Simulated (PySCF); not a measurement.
# C2H7AlClFO: the cost of one run

The runs use PySCF 2.14.0, with density-fitted response routines of our own; the level of theory stands in each step. All values are computed, except where a source is named. Atoms count from 0, in the outputs and in this text.

## (1) Starting geometry

13 atoms, charge 0, multiplicity 1; geometry from: GFN2-xTB. The atoms were then displaced at random by about 0.01 Å, so the start is not that level's minimum.

Bonds of the start (Å): C0–O1 1.40, O1–C2 1.39, C2–F3 1.34, O1–Al4 1.94, Al4–Cl5 2.04, C0–H6 1.11, C0–H7 1.10, C0–H8 1.08, C2–H9 1.10, C2–H10 1.08, Al4–H11 1.54, Al4–H12 1.56.

## (2) Relaxing the molecule at PBE0-D3(BJ)/def2-SVP

Job settings and geometry (Å):

```
{"job": {"xc": "PBE0", "basis": "def2-SVP", "d3": "d3bj", "grid": 1, "shake": 0.01, "kind": "geom"}, "charge": 0, "multiplicity": 1}
C     -0.005650     1.524250    -0.095330
O     -0.029740     0.123230    -0.017410
C     -1.291350    -0.460530    -0.079630
F     -1.980540    -0.073100     0.998370
Al     1.368720    -1.216490     0.111080
Cl     3.084200    -0.109880     0.170820
H     -0.455970     1.869340    -1.046770
H     -0.568180     1.984910     0.730290
H      1.014700     1.863710    -0.028840
H     -1.124400    -1.544320    -0.006930
H     -1.842140    -0.163330    -0.959310
H      0.990750    -1.934130    -1.203050
H      0.845430    -1.880560     1.416390
```

The run is started by

```sh
OMP_NUM_THREADS=1 python probes_run.py task.json out
```

The driver reads the jobs from task.json and runs them one after another.

**Question.** How long does this first job take on 1 thread of Arm Neoverse V1, shared host, and how much memory does it need?

About 71 s, with a peak of 0.5 GiB.
